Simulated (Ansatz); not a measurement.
# C₂H₅BBrN: basis-set convergence

Aim: see how fast density functionals converge with the basis set for C₂H₅BBrN.

Method: one geometry, several basis sets; program: Ansatz 0.2.0, Gaussian basis.

The runs, in order: PBE0-D4/def2-SVP; ωB97M-V/def2-SVP; PBE0-D4/def2-QZVPP; ωB97M-V/def2-QZVPP; the functionals' def2-TZVPP values are taken from earlier runs.

## (1) The geometry

All runs share one geometry, relaxed beforehand with PBE0-D4/def2-TZVP.

SMILES `NB1CC1Br`, 10 atoms, charge 0, spin multiplicity 1.

Atoms are counted from 1 here; the program's logs count them from 0.

Bond lengths: N1–B2 1.372 Å, N1–H6 1.006 Å, N1–H7 1.006 Å, B2–C3 1.531 Å, B2–C4 1.526 Å, C3–C4 1.542 Å, C3–H8 1.087 Å, C3–H9 1.086 Å, C4–Br5 1.925 Å, C4–H10 1.083 Å. Angles: B2–N1–H6 123.2°, B2–N1–H7 122.7°, H6–N1–H7 114.2°, N1–B2–C3 150.8°, N1–B2–C4 148.2°, C3–B2–C4 60.6°, B2–C3–C4 59.6°, B2–C3–H8 118.4°, B2–C3–H9 123.4°, C4–C3–H8 117.2°, C4–C3–H9 114.9°, H8–C3–H9 112.8°, B2–C4–C3 59.9°, B2–C4–Br5 119.9°, B2–C4–H10 123.6°, C3–C4–Br5 118.6°, C3–C4–H10 116.4°, Br5–C4–H10 109.9°.

## (2) PBE0-D4 in def2-SVP

Contents of in.yaml:

```yaml
crystal:
  periodic: [false, false, false]
  atoms:
    - {symbol: N, position_ang: [-1.105459, 0.409888, 1.369904]}
    - {symbol: B, position_ang: [-0.177715, 0.080042, 0.414620]}
    - {symbol: C, position_ang: [0.706535, -0.952845, -0.288840]}
    - {symbol: C, position_ang: [0.585927, 0.479803, -0.844980]}
    - {symbol: Br, position_ang: [-0.362368, 0.751328, -2.498374]}
    - {symbol: H, position_ang: [-1.424472, -0.235085, 2.072871]}
    - {symbol: H, position_ang: [-1.550778, 1.311586, 1.405780]}
    - {symbol: H, position_ang: [0.224299, -1.746899, -0.853145]}
    - {symbol: H, position_ang: [1.698113, -1.226571, 0.059925]}
    - {symbol: H, position_ang: [1.489019, 1.077554, -0.834760]}
basis:
  gaussian: {orbitals: def2-SVP}
hamiltonian: {xc: pbe0, dispersion: d4}
output: {orbitals: {seedname: orbitals}}
```

Started as:

```console
$ ansatz run in.yaml --threads 4 --pin off --events-out ev --progress --plain --max-ram 10444MiB
```

After this run come: ωB97M-V in def2-SVP; PBE0-D4 in def2-QZVPP; ωB97M-V in def2-QZVPP.

**Question.** What will the summary of the whole plan be? Wanted: PBE0-D4: double and triple zeta above quadruple; ωB97M-V: double and triple zeta above quadruple.

As calculated:

```
                                       quantity           value
PBE0-D4: double and triple zeta above quadruple  14.94, 1.68 eV
ωB97M-V: double and triple zeta above quadruple  15.03, 1.61 eV
```

In words: For PBE0-D4 the step from double to triple zeta gains 13.26 eV and the next only 1.68 eV. These are total energies; as a rule much of such shifts cancels in differences, which this series doesn't test. The LUMO of ωB97M-V is positive and keeps falling with the basis (1.90 to 1.35 eV): an unbound level that the basis holds in place.
